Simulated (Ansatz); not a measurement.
# AlBrH4N2: single points with varied inputs

How do the results and run time of AlBrH4N2 respond when the settings are drawn wide?

Computed with Ansatz 0.2.0, Gaussian basis. Level: the settings change from run to run.

## (1) The molecule

An earlier PBE0-D4 in a triple-zeta def2 set relaxation fixed the geometry.

SMILES `[NH2][Al]([NH2])[Br]`, 8 atoms, charge 0, spin multiplicity 1.

Atoms are counted from 1 here; the program's logs count them from 0.

Bond lengths: N1–Al2 1.758 Å, N1–H5 1.006 Å, N1–H6 1.006 Å, Al2–N3 1.758 Å, Al2–Br4 2.258 Å, N3–H7 1.006 Å, N3–H8 1.006 Å. Angles: Al2–N1–H5 123.5°, Al2–N1–H6 125.8°, H5–N1–H6 110.6°, N1–Al2–N3 123.6°, N1–Al2–Br4 118.2°, N3–Al2–Br4 118.2°, Al2–N3–H7 125.8°, Al2–N3–H8 123.5°, H7–N3–H8 110.6°.

## (2) SVWN5/6-31G

Options: charge +1, multiplicity 2, the search for lower states set to light.

Input file in.yaml:

```yaml
crystal:
  periodic: [false, false, false]
  atoms:
    - {symbol: N, position_ang: [-0.268883, 1.555179, -0.103512]}
    - {symbol: Al, position_ang: [-0.163200, -0.171986, -0.412220]}
    - {symbol: N, position_ang: [0.559609, -1.317484, 0.708024]}
    - {symbol: Br, position_ang: [-1.003331, -0.962693, -2.353470]}
    - {symbol: H, position_ang: [-0.682955, 2.210385, -0.745150]}
    - {symbol: H, position_ang: [0.065777, 2.027745, 0.719229]}
    - {symbol: H, position_ang: [0.966115, -1.091823, 1.600239]}
    - {symbol: H, position_ang: [0.619066, -2.306222, 0.531060]}
basis:
  gaussian: {orbitals: 6-31G}
total_charge: 1
magnetization: {spin_polarized: true, initial_magnetization: 1}
hamiltonian: {xc: {name: SVWN5}}
scf: {lower_state_search: light}
output: {forces: true}
```

Launch:

```console
ansatz run in.yaml --threads 4 --pin off --events-out ev --progress --plain --max-ram 10444MiB
```

Log (excerpt; [...] marks lines left out):

```text
Functional definition: SVWN5
  name "SVWN5"
  cite "Dirac, Proc. Camb. Phil. Soc. 26, 376 (1930) doi:10.1017/S0305004100016108"
  cite "Slater, Phys. Rev. 81, 385 (1951) doi:10.1103/PhysRev.81.385"
  cite "Vosko, Wilk & Nusair, Can. J. Phys. 58, 1200 (1980) doi:10.1139/p80-159"
[...]
789 factors; integrals over basis functions are off by at most 3.5e-4 eV
[...]
mean field -79521.39554181 eV, -2922.3573846236 hartree, gradient 5.3e-8 eV, S^2 0.753919; 6 other end points of the search recorded, 0 dependent functions left out
[...]
reference -79521.39557855 eV, -2922.3573859740 hartree; 33, 32 occupied and 35, 36 virtual orbitals, 789 factors
Total energy: -79521.39557855 eV, -2922.3573859740 hartree
Atom 0 at    -0.268883     1.555179    -0.103512 Å, force     0.251831     0.318658     0.311243 eV/Å
Atom 1 at    -0.163200    -0.171986    -0.412220 Å, force    -0.575811    -0.538803    -1.318272 eV/Å
Atom 2 at     0.559609    -1.317484     0.708024 Å, force     0.330037     0.046682     0.388325 eV/Å
Atom 3 at    -1.003331    -0.962693    -2.353470 Å, force    -0.236531    -0.156004    -0.311492 eV/Å
Atom 4 at    -0.682955     2.210385    -0.745150 Å, force    -0.433052     0.668121    -0.783342 eV/Å
Atom 5 at     0.065777     2.027745     0.719229 Å, force     0.263882     0.482381     0.969956 eV/Å
Atom 6 at     0.966115    -1.091823     1.600239 Å, force     0.330057     0.255087     1.033956 eV/Å
Atom 7 at     0.619066    -2.306222     0.531060 Å, force     0.069588    -1.076121    -0.290375 eV/Å
Dipole moment:     0.647168     0.607475     1.489383 e Å
```

It took 1.4 s on 4 threads of AMD EPYC 9R45, shared host.

Largest force 1.536 eV/Å, ⟨S²⟩ 0.754.

## (3) B97/x2c-TZVPPall

in.yaml, as its differences from that of step 2:

```diff
@@ -12,7 +12,4 @@
 basis:
-  gaussian: {orbitals: 6-31G}
-total_charge: 1
-magnetization: {spin_polarized: true, initial_magnetization: 1}
-hamiltonian: {xc: {name: SVWN5}}
-scf: {lower_state_search: light}
+  gaussian: {orbitals: x2c-TZVPPall}
+hamiltonian: {xc: {name: B97}}
 output: {forces: true}
```

The command is unchanged.

Log:

```text
Functional definition: B97
  name "B97"
  cite "Becke, J. Chem. Phys. 107, 8554 (1997) doi:10.1063/1.475007"
  parameter cx = 0.1943
  parameter cx0 = 0.8094
  parameter cx1 = 0.5073
  parameter cx2 = 0.7481
  parameter css0 = 0.1737
  parameter css1 = 2.3487
  parameter css2 = -2.4868
  parameter cos0 = 0.9454
  parameter cos1 = 0.7471
  parameter cos2 = -4.5961
  exchange = spin_sum(e_x_unif_s*poly(b97_u_x, cx0, cx1, cx2)) + cx*exact_x
  correlation = spin_sum(e_c_pw_same_spin*poly(b97_u_same, css0, css1, css2))
      + integral(e_c_pw_opposite_spin*poly(b97_u_opposite, cos0, cos1, cos2))
1239 factors; their error is unknown
mean field evaluation 1: about -80561.0593 eV, gradient 9.0e1 eV
mean field evaluation 2: about -80534.8605 eV, gradient 1.3e2 eV
mean field evaluation 4: about -80575.9646 eV, gradient 5.2e0 eV
mean field evaluation 8: about -80576.0071 eV, gradient 9.5e-2 eV
mean field evaluation 16: about -80576.2286 eV, gradient 8.3e-5 eV
mean field -80576.22864595 eV, -2961.1217862091 hartree, gradient 6.5e-6 eV, S^2 0.000000; 0 other end points of the search recorded, 0 dependent functions left out
the calculation of the forces begins
reference -80576.22867132 eV, -2961.1217871415 hartree; 33, 33 occupied and 175, 175 virtual orbitals, 1239 factors
Total energy: -80576.22867132 eV, -2961.1217871415 hartree
Relativity: scalar
Atom 0 at    -0.268883     1.555179    -0.103512 Å, force     0.000952     0.044321     0.014483 eV/Å
Atom 1 at    -0.163200    -0.171986    -0.412220 Å, force    -0.030245    -0.027309    -0.065864 eV/Å
Atom 2 at     0.559609    -1.317484     0.708024 Å, force     0.020710    -0.024551     0.033928 eV/Å
Atom 3 at    -1.003331    -0.962693    -2.353470 Å, force    -0.042314    -0.040186    -0.099047 eV/Å
Atom 4 at    -0.682955     2.210385    -0.745150 Å, force    -0.016428     0.065494    -0.013678 eV/Å
Atom 5 at     0.065777     2.027745     0.719229 Å, force     0.011600     0.063280     0.042269 eV/Å
Atom 6 at     0.966115    -1.091823     1.600239 Å, force     0.035308    -0.019228     0.065653 eV/Å
Atom 7 at     0.619066    -2.306222     0.531060 Å, force     0.020417    -0.061821     0.022255 eV/Å
Dipole moment:     0.192742     0.181417     0.445418 e Å
```

It took 2.5 s on 4 threads of AMD EPYC 9R45, shared host; peak memory 0.62 GiB.

Largest force 0.115 eV/Å, dipole 2.49 D.

## (4) B3LYP/def2-SVP

in.yaml, as its differences from that of step 3:

```diff
@@ -12,4 +12,3 @@
 basis:
-  gaussian: {orbitals: x2c-TZVPPall}
-hamiltonian: {xc: {name: B97}}
-output: {forces: true}
+  gaussian: {orbitals: def2-SVP}
+hamiltonian: {xc: {name: B3LYP}}
```

The command is unchanged.

Log (excerpt; [...] marks lines left out):

```text
Functional definition: B3LYP
  name "B3LYP"
  cite "Stephens, Devlin, Chabalowski & Frisch, J. Phys. Chem. 98, 11623 (1994) doi:10.1021/j100096a001"
  cite "Becke, Phys. Rev. A 38, 3098 (1988) doi:10.1103/PhysRevA.38.3098"
  cite "Lee, Yang & Parr, Phys. Rev. B 37, 785 (1988) doi:10.1103/PhysRevB.37.785"
  cite "Vosko, Wilk & Nusair, Can. J. Phys. 58, 1200 (1980) doi:10.1139/p80-159"
[...]
955 factors; integrals over basis functions are off by at most 1.2e-3 eV
[...]
mean field -79680.84650682 eV, -2928.2170995082 hartree, gradient 4.0e-5 eV, S^2 0.000000; 0 other end points of the search recorded, 0 dependent functions left out
reference -79680.84675983 eV, -2928.2171088061 hartree; 33, 33 occupied and 65, 65 virtual orbitals, 955 factors
Total energy: -79680.84675983 eV, -2928.2171088061 hartree
```

Wall time 0.5 s (4 threads of AMD EPYC 9R45, shared host).

## (5) RPBE/def2-SVP

This run has atoms shaken by 0.03 Å, D4 dispersion, the search for lower states set to full.

Input file in.yaml:

```yaml
crystal:
  periodic: [false, false, false]
  atoms:
    - {symbol: N, position_ang: [-0.259323, 1.523366, -0.091008]}
    - {symbol: Al, position_ang: [-0.189816, -0.149387, -0.388732]}
    - {symbol: N, position_ang: [0.544762, -1.292978, 0.684786]}
    - {symbol: Br, position_ang: [-0.980323, -0.991157, -2.341346]}
    - {symbol: H, position_ang: [-0.698758, 2.278920, -0.749860]}
    - {symbol: H, position_ang: [0.068508, 2.050191, 0.700394]}
    - {symbol: H, position_ang: [0.941177, -1.089421, 1.601904]}
    - {symbol: H, position_ang: [0.590814, -2.348452, 0.527861]}
basis:
  gaussian: {orbitals: def2-SVP}
hamiltonian: {xc: {name: RPBE}, dispersion: d4}
scf: {lower_state_search: full}
output: {forces: true}
```

Same command.

Log (excerpt; [...] marks lines left out):

```text
Functional definition: RPBE
  name "RPBE"
  cite "Hammer, Hansen & Nørskov, Phys. Rev. B 59, 7413 (1999) doi:10.1103/PhysRevB.59.7413"
  cite "Perdew, Burke & Ernzerhof, Phys. Rev. Lett. 77, 3865 (1996) doi:10.1103/PhysRevLett.77.3865"
[...]
1114 factors; their error is unknown
[...]
mean field -79674.16881288 eV, -2927.9716987820 hartree, gradient 5.1e-5 eV, S^2 0.000000; 0 other end points of the search recorded, 0 dependent functions left out
[...]
reference -79674.16885081 eV, -2927.9717001759 hartree; 33, 33 occupied and 65, 65 virtual orbitals, 1114 factors
Total energy: -79674.68120758 eV, -2927.9905289401 hartree
Atom 0 at    -0.259323     1.523366    -0.091008 Å, force    -1.388324     3.998322    -1.610859 eV/Å
Atom 1 at    -0.189816    -0.149387    -0.388732 Å, force    -0.313832    -1.403936    -1.152938 eV/Å
Atom 2 at     0.544762    -1.292978     0.684786 Å, force     0.628034    -2.621982     0.658190 eV/Å
Atom 3 at    -0.980323    -0.991157    -2.341346 Å, force    -0.137204    -0.036309    -0.225343 eV/Å
Atom 4 at    -0.698758     2.278920    -0.749860 Å, force     0.913322    -1.899816     1.277796 eV/Å
Atom 5 at     0.068508     2.050191     0.700394 Å, force     0.346262     0.191434     0.753082 eV/Å
Atom 6 at     0.941177    -1.089421     1.601904 Å, force     0.058457     0.027250     0.121501 eV/Å
Atom 7 at     0.590814    -2.348452     0.527861 Å, force    -0.106715     1.745037     0.178572 eV/Å
Dipole moment:     0.180695     0.258718     0.524656 e Å
```

Run time: 0.55 s. Hardware: 4 threads of AMD EPYC 9R45, shared host.

Largest force 4.529 eV/Å, dipole 2.94 D.

## (6) PBE0/def2-SVPD

Set apart from the defaults: D3(BJ) dispersion.

Input file in.yaml:

```yaml
crystal:
  periodic: [false, false, false]
  atoms:
    - {symbol: N, position_ang: [-0.268883, 1.555179, -0.103512]}
    - {symbol: Al, position_ang: [-0.163200, -0.171986, -0.412220]}
    - {symbol: N, position_ang: [0.559609, -1.317484, 0.708024]}
    - {symbol: Br, position_ang: [-1.003331, -0.962693, -2.353470]}
    - {symbol: H, position_ang: [-0.682955, 2.210385, -0.745150]}
    - {symbol: H, position_ang: [0.065777, 2.027745, 0.719229]}
    - {symbol: H, position_ang: [0.966115, -1.091823, 1.600239]}
    - {symbol: H, position_ang: [0.619066, -2.306222, 0.531060]}
basis:
  gaussian: {orbitals: def2-SVPD}
hamiltonian: {xc: {name: PBE0}, dispersion: d3bj}
output: {forces: true}
```

The command is unchanged.

Log (excerpt; [...] marks lines left out):

```text
Functional definition: PBE0
  name "PBE0"
  cite "Adamo & Barone, J. Chem. Phys. 110, 6158 (1999) doi:10.1063/1.478522"
  cite "Perdew, Burke & Ernzerhof, Phys. Rev. Lett. 77, 3865 (1996) doi:10.1103/PhysRevLett.77.3865"
  parent pbe
[...]
1309 factors; integrals over basis functions are off by at most 1.2e-3 eV
[...]
mean field -79665.55312995 eV, -2927.6550782741 hartree, gradient 2.4e-5 eV, S^2 0.000000; 0 other end points of the search recorded, 0 dependent functions left out
[...]
reference -79665.55316960 eV, -2927.6550797312 hartree; 33, 33 occupied and 104, 104 virtual orbitals, 1309 factors
Total energy: -79665.69488734 eV, -2927.6602877624 hartree
Atom 0 at    -0.268883     1.555179    -0.103512 Å, force    -0.004234     0.057322     0.007916 eV/Å
Atom 1 at    -0.163200    -0.171986    -0.412220 Å, force    -0.088565    -0.082238    -0.200766 eV/Å
Atom 2 at     0.559609    -1.317484     0.708024 Å, force     0.023602    -0.039681     0.035320 eV/Å
Atom 3 at    -1.003331    -0.962693    -2.353470 Å, force    -0.024898    -0.023803    -0.058835 eV/Å
Atom 4 at    -0.682955     2.210385    -0.745150 Å, force    -0.093959     0.154345    -0.144124 eV/Å
Atom 5 at     0.065777     2.027745     0.719229 Å, force     0.076163     0.114594     0.188798 eV/Å
Atom 6 at     0.966115    -1.091823     1.600239 Å, force     0.095643     0.047061     0.207912 eV/Å
Atom 7 at     0.619066    -2.306222     0.531060 Å, force     0.016247    -0.227600    -0.036221 eV/Å
Dipole moment:     0.195174     0.183704     0.451028 e Å
```

Wall time 1 s (4 threads of AMD EPYC 9R45, shared host).

Largest force 0.234 eV/Å, dipole 2.52 D.

## (7) revPBE0/def2-TZVPD

This run has atoms shaken by 0.15 Å, D3(BJ) dispersion, the search for lower states set to full.

Input file in.yaml:

```yaml
crystal:
  periodic: [false, false, false]
  atoms:
    - {symbol: N, position_ang: [-0.389684, 1.631120, -0.188958]}
    - {symbol: Al, position_ang: [-0.050200, -0.154029, -0.538476]}
    - {symbol: N, position_ang: [0.283180, -1.398363, 0.568625]}
    - {symbol: Br, position_ang: [-1.056401, -0.985677, -2.450962]}
    - {symbol: H, position_ang: [-0.577812, 2.362234, -0.712003]}
    - {symbol: H, position_ang: [-0.207306, 1.968245, 0.662781]}
    - {symbol: H, position_ang: [0.934607, -1.058656, 1.430552]}
    - {symbol: H, position_ang: [0.924099, -2.422234, 0.354478]}
basis:
  gaussian: {orbitals: def2-TZVPD}
hamiltonian: {xc: {name: revPBE0}, dispersion: d3bj}
scf: {lower_state_search: full}
```

Same command.

Log (excerpt; [...] marks lines left out):

```text
Functional definition: revPBE0
  name "revPBE0"
  cite "Zhang & Yang, Phys. Rev. Lett. 80, 890 (1998) doi:10.1103/PhysRevLett.80.890"
  cite "Adamo & Barone, J. Chem. Phys. 110, 6158 (1999) doi:10.1063/1.478522"
  cite "Perdew, Burke & Ernzerhof, Phys. Rev. Lett. 77, 3865 (1996) doi:10.1103/PhysRevLett.77.3865"
[...]
1328 factors; their error is unknown
[...]
mean field -79684.78479242 eV, -2928.3618288345 hartree, gradient 2.3e-5 eV, S^2 0.000000; 1 other end points of the search recorded, 0 dependent functions left out
reference -79684.78484891 eV, -2928.3618309105 hartree; 33, 33 occupied and 177, 177 virtual orbitals, 1328 factors
Total energy: -79685.10840225 eV, -2928.3737212763 hartree
```

Run time: 1.4 s. Hardware: 4 threads of AMD EPYC 9R45, shared host; peak memory 0.57 GiB.

## (8) PBE-QIDH/def2-mTZVP

Options: a point charge of 2.00 e beside it.

Input file in.yaml:

```yaml
crystal:
  periodic: [false, false, false]
  atoms:
    - {symbol: N, position_ang: [-0.268883, 1.555179, -0.103512]}
    - {symbol: Al, position_ang: [-0.163200, -0.171986, -0.412220]}
    - {symbol: N, position_ang: [0.559609, -1.317484, 0.708024]}
    - {symbol: Br, position_ang: [-1.003331, -0.962693, -2.353470]}
    - {symbol: H, position_ang: [-0.682955, 2.210385, -0.745150]}
    - {symbol: H, position_ang: [0.065777, 2.027745, 0.719229]}
    - {symbol: H, position_ang: [0.966115, -1.091823, 1.600239]}
    - {symbol: H, position_ang: [0.619066, -2.306222, 0.531060]}
basis:
  gaussian: {orbitals: def2-mTZVP, point_charges: [{charge: 2.00, position_ang: [5.055, 0.181, 0.060]}]}
hamiltonian: {xc: {name: PBE-QIDH}}
```

The command is unchanged.

Log (excerpt; [...] marks lines left out):

```text
Functional definition: PBE-QIDH
  name "PBE-QIDH"
  cite "Brémond, Sancho-García, Pérez-Jiménez & Adamo, J. Chem. Phys. 141, 031101 (2014) doi:10.1063/1.4890314"
  cite "Perdew, Burke & Ernzerhof, Phys. Rev. Lett. 77, 3865 (1996) doi:10.1103/PhysRevLett.77.3865"
[...]
965 factors; integrals over basis functions are off by at most 1.2e-3 eV
[...]
mean field -79659.89511811 eV, -2927.4471501744 hartree, gradient 1.7e-6 eV, S^2 0.000000; 0 other end points of the search recorded, 0 dependent functions left out
16 core orbitals not correlated: weight in the atoms' cores, before any rotation towards them, 1.000 or more for the frozen orbitals, at most 0.000 for the correlated occupied ones
reference -79659.89513011 eV, -2927.4471506153 hartree; 17, 17 occupied and 75, 75 virtual orbitals, 965 factors
second order -19.10418407 eV of doubles, -0.00000000 eV of singles
Total energy: -79666.26319147 eV, -2927.6811725538 hartree
```

Run time: 0.75 s. Hardware: 4 threads of AMD EPYC 9R45, shared host.

## (9) revPBE/aug-cc-pVDZ

in.yaml, as its differences from that of step 8:

```diff
@@ -12,3 +12,3 @@
 basis:
-  gaussian: {orbitals: def2-mTZVP, point_charges: [{charge: 2.00, position_ang: [5.055, 0.181, 0.060]}]}
-hamiltonian: {xc: {name: PBE-QIDH}}
+  gaussian: {orbitals: aug-cc-pVDZ}
+hamiltonian: {xc: {name: revPBE}}
```

The command is unchanged.

Log:

```text
Functional definition: revPBE
  name "revPBE"
  cite "Zhang & Yang, Phys. Rev. Lett. 80, 890 (1998) doi:10.1103/PhysRevLett.80.890"
  cite "Perdew, Burke & Ernzerhof, Phys. Rev. Lett. 77, 3865 (1996) doi:10.1103/PhysRevLett.77.3865"
  parameter kappa = 1.245
  parameter beta = 0.06672455060314922
  exchange = pbe_x(kappa = kappa, mu = beta*pi^2/3)
  correlation = pbe_c(beta = beta)
1495 factors; their error is unknown
mean field evaluation 1: about -79661.8526 eV, gradient 1.0e2 eV
mean field evaluation 2: about -79553.4540 eV, gradient 1.9e2 eV
mean field evaluation 4: about -79682.0705 eV, gradient 2.3e1 eV
mean field evaluation 8: about -79683.6582 eV, gradient 2.8e-1 eV
mean field evaluation 16: about -79683.5996 eV, gradient 1.6e-4 eV
mean field -79683.59958458 eV, -2928.3182732498 hartree, gradient 3.1e-5 eV, S^2 0.000000; 0 other end points of the search recorded, 0 dependent functions left out
reference -79683.59966352 eV, -2928.3182761506 hartree; 33, 33 occupied and 112, 112 virtual orbitals, 1495 factors
Total energy: -79683.59966352 eV, -2928.3182761506 hartree
```

It took 0.7 s on 4 threads of AMD EPYC 9R45, shared host.

## (10) r2SCAN50/STO-3G

This run has multiplicity 3.

in.yaml, as its differences from that of step 9:

```diff
@@ -12,3 +12,5 @@
 basis:
-  gaussian: {orbitals: aug-cc-pVDZ}
-hamiltonian: {xc: {name: revPBE}}
+  gaussian: {orbitals: STO-3G}
+magnetization: {spin_polarized: true, initial_magnetization: 2}
+hamiltonian: {xc: {name: r2SCAN50}}
+output: {forces: true}
```

Same command.

Log (excerpt; [...] marks lines left out):

```text
Functional definition: r2SCAN50
  name "r2SCAN50"
  cite "Bursch, Neugebauer, Ehlert & Grimme, J. Chem. Phys. 156, 134105 (2022) doi:10.1063/5.0086040"
  cite "Furness, Kaplan, Ning, Perdew & Sun, J. Phys. Chem. Lett. 11, 8208 (2020) doi:10.1021/acs.jpclett.0c02405"
  cite "Furness, Kaplan, Ning, Perdew & Sun, J. Phys. Chem. Lett. 11, 9248 (2020) doi:10.1021/acs.jpclett.0c03077"
  parent r2scan
[...]
460 factors; integrals over basis functions are off by at most 7.6e-5 eV
[...]
mean field -78803.18633631 eV, -2895.9636831413 hartree, gradient 8.6e-6 eV, S^2 2.006510; 12 other end points of the search recorded, 0 dependent functions left out
[...]
reference -78803.18633993 eV, -2895.9636832741 hartree; 34, 32 occupied and 7, 9 virtual orbitals, 460 factors
Total energy: -78803.18633993 eV, -2895.9636832741 hartree
Atom 0 at    -0.268883     1.555179    -0.103512 Å, force     0.095492     2.422985     0.960791 eV/Å
Atom 1 at    -0.163200    -0.171986    -0.412220 Å, force     0.343677    -5.643136    -1.127129 eV/Å
Atom 2 at     0.559609    -1.317484     0.708024 Å, force    -0.274730     0.770944    -0.290265 eV/Å
Atom 3 at    -1.003331    -0.962693    -2.353470 Å, force    -0.803778    -1.097372    -1.928818 eV/Å
Atom 4 at    -0.682955     2.210385    -0.745150 Å, force    -1.331566     2.403623    -1.972259 eV/Å
Atom 5 at     0.065777     2.027745     0.719229 Å, force     1.152561     2.471886     3.093047 eV/Å
Atom 6 at     0.966115    -1.091823     1.600239 Å, force     0.609817    -0.080677     1.214931 eV/Å
Atom 7 at     0.619066    -2.306222     0.531060 Å, force     0.208527    -1.248254     0.049702 eV/Å
Dipole moment:     0.316300     1.108925     0.984052 e Å
```

It took 2.3 s on 4 threads of AMD EPYC 9R45, shared host.

Largest force 5.765 eV/Å, dipole 7.28 D, ⟨S²⟩ 2.007.

## (11) The runs in one table

```
              level  charge  multiplicity               geometry  functions  energy (eV)    time
        SVWN5/6-31G       1             2                relaxed         68   -79521.396   1.4 s
   B97/x2c-TZVPPall       0             1                relaxed        208   -80576.229   2.5 s
     B3LYP/def2-SVP       0             1                relaxed         98   -79680.847   0.5 s
      RPBE/def2-SVP       0             1                 shaken         98   -79674.681  0.55 s
     PBE0/def2-SVPD       0             1                relaxed        137   -79665.695     1 s
 revPBE0/def2-TZVPD       0             1                 shaken        210   -79685.108   1.4 s
PBE-QIDH/def2-mTZVP       0             1  relaxed, point charge        108   -79666.263  0.75 s
 revPBE/aug-cc-pVDZ       0             1                relaxed        145   -79683.600   0.7 s
    r2SCAN50/STO-3G       0             3                relaxed         41   -78803.186   2.3 s
```

## (12) Summary of results

```
                                         quantity                    value
                                             runs                        9
                                         quickest    B3LYP/def2-SVP, 0.5 s
                                          slowest  B97/x2c-TZVPPall, 2.5 s
spread of total energies, same state and geometry                 910.5 eV
                  dipole, same state and geometry           2.49 to 2.52 D
```

Run time spans a factor of 5, from B3LYP/def2-SVP to B97/x2c-TZVPPall. The jobs differ in tasks and options as well as level. The totals spread over 911 eV; they can't be compared across methods or bases. Some of these runs are scalar-relativistic and others not, which shifts the totals of all-electron atoms past neon by several eV an atom and more; core potentials, where a basis has them, take the core out of the total altogether. At the PBE0-D4/def2-TZVP geometry and in the same state, the sound runs without point charges leave forces up to 0.23 eV/Å (PBE0/def2-SVPD), against 4.5 eV/Å where the atoms were moved.
